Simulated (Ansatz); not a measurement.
# MnCuAs: the cost of one run

Method: DFT PBE, scalar-relativistic, plane waves, PAW, in Ansatz 0.2.0.

### Step 1. The starting structure

The structure is tetragonal, space group P4/nmm (No. 129). The conventional cell has a = 3.712 Å, b = 3.712 Å, c = 6.392 Å, α = 90.00°, β = 90.00°, γ = 90.00°. Around Mn (site symmetry 4mm) lie 5 As at 2.48 to 2.65 Å and 4 Cu at 2.84 Å. Around Cu (site symmetry -4m2) lie 4 As at 2.56 Å and 4 Cu at 2.62 Å and 4 Mn at 2.84 Å. As (site symmetry 4mm) has 5 Mn at 2.48 to 2.65 Å and 4 Cu at 2.56 Å as nearest neighbours.

Structure file:

```
Mn Cu As
1.0
     3.71188    0.00000    0.00000
     0.00000    3.71188    0.00000
     0.00000    0.00000    6.39222
Mn Cu As
2 2 2
Direct
  0.00000 0.50000 0.16334
  0.50000 0.00000 0.83666
  0.00000 0.00000 0.50000
  0.50000 0.50000 0.50000
  0.00000 0.50000 0.77476
  0.50000 0.00000 0.22524
```

An earlier run at PBE left this cell at 14.679 Å³/atom and -0.02 GPa (10×10×6 mesh).

### Step 2. Antiferromagnetic, in the cell as typed

input.yaml

```yaml
crystal:
  lattice:
    - [3.7118756096, 0.0, 0.0]
    - [0.0, 3.7118756096, 0.0]
    - [0.0, 0.0, 6.3922220954]
  atoms:
    - { symbol: Mn, position: [0.0, 0.5, 0.1633353958], spin: 3.5 }
    - { symbol: Mn, position: [0.5, 0.0, 0.8366646042], spin: -3.5 }
    - { symbol: Cu, position: [0.0, 0.0, 0.5] }
    - { symbol: Cu, position: [0.5, 0.5, 0.5] }
    - { symbol: As, position: [0.0, 0.5, 0.7747579781] }
    - { symbol: As, position: [0.5, 0.0, 0.2252420219] }
basis:
  ecutwfc: 420
  ecutrho_ratio: 4
kpoints:
  mp_grid: { grid: [10, 10, 6] }
hamiltonian:
  xc: pbe
scf:
  occupations: { method: gaussian, width: 0.05 }
  lower_state_search: "off"
output:
  forces: true
  stress: true
  eigenvalues: true
  populations: true
magnetization:
  spin_polarized: true
```

Started as:

```
ansatz run input.yaml --threads 8 --pin off --max-ram 22528MiB --backend cpu --events-out ev --progress --plain --runs-dir out
```

Q: Estimate wall time and peak memory on 8 threads of Arm Neoverse V1, shared host.

About 25 s, with a peak of 1 GiB.
